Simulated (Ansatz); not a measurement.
# Ag (bcc type): how the settings move a single-point run

How sensitive is a single-point run of Ag (bcc type) to its settings? A reference run comes first, then one run with altered input.

Program: Ansatz 0.2.0. Level of theory: reference: DFT, PBEsol, all-electron PAW with datasets made for the crystal, scalar-relativistic. These are calculated values, not measurements.

## (1) The structure to begin with

It takes space group Im-3m (No. 229, cubic). The conventional cell has a = 2.836 Å, b = 2.836 Å, c = 2.836 Å, α = 90.00°, β = 90.00°, γ = 90.00°. Around Ag (site symmetry m-3m) lie 8 Ag at 2.46 Å.

As a file:

```
CELL_PARAMETERS angstrom
-1.41817 1.41817 1.41817
1.41817 -1.41817 1.41817
1.41817 1.41817 -1.41817
ATOMIC_POSITIONS crystal
Ag 0.00000 0.00000 0.00000
```

## (2) The reference run

input.yaml reads:

```yaml
crystal:
  lattice:
    - [-1.4181667849, 1.4181667849, 1.4181667849]
    - [1.4181667849, -1.4181667849, 1.4181667849]
    - [1.4181667849, 1.4181667849, -1.4181667849]
  atoms:
    - { symbol: Ag, position: [0.0, 0.0, 0.0] }
kpoints:
  mp_grid: { grid: [18, 18, 18] }
scf:
  occupations: { method: fermi_dirac, width: 0.08 }
hamiltonian:
  xc: pbesol
  pseudopotentials: { kind: all_electron, datasets: crystal }
output:
  forces: true
  stress: true
  eigenvalues: true
```

The run is started by

```bash
> ansatz run input.yaml --threads 1 --pin off --max-ram 2048MiB --backend cpu --events-out ev --progress --plain --runs-dir out
```

## (3) Changing settings: mixing.algorithm broyden, mixing.beta 0.05, mixing.ndim 16, xc lda

input.yaml: that of step 2 with these lines changed.

```diff
@@ -11,4 +11,5 @@
   occupations: { method: fermi_dirac, width: 0.08 }
+  mixing: { algorithm: broyden, beta: 0.05, ndim: 16 }
 hamiltonian:
-  xc: pbesol
+  xc: lda
   pseudopotentials: { kind: all_electron, datasets: crystal }
```

**Question.** What will these runs give? Wanted: for each run, ending; energy change; pressure; gap; force.

**Answer**, as computed:

```
                                                                  run     ending   energy change  pressure (GPa)  gap (eV)  force (eV/Å)  cycles  time
                                                            reference  converged               -           130.7      0.00          0.00       7  10 s
1: mixing.algorithm broyden, mixing.beta 0.05, mixing.ndim 16, xc lda  converged  not comparable           121.6      0.00          0.00      10  10 s
```

Residual by cycle in the longest SCF loop of each run; runs are numbered as in the table. The quantity is the density residual dr2, in eV.

```
cycle  reference    run 1
    1       1.41     1.61
    2    0.00356      1.3
    3     0.0102  0.00382
    4     7.7e-5  0.00483
    5     1.1e-6   2.5e-4
    6     4.9e-8   2.0e-4
    7     1.4e-9   2.6e-6
    8          -   2.2e-6
    9          -   1.8e-6
   10          -   7.4e-9
```

After a change of functional the difference of the totals has no physical meaning; the pressure goes from 130.7 to 121.6 GPa. At this fixed cell a lower pressure means that this functional prefers a smaller volume than the reference. The structure is not at rest: the sound run finds 131 GPa, so these are no properties of the relaxed crystal. 
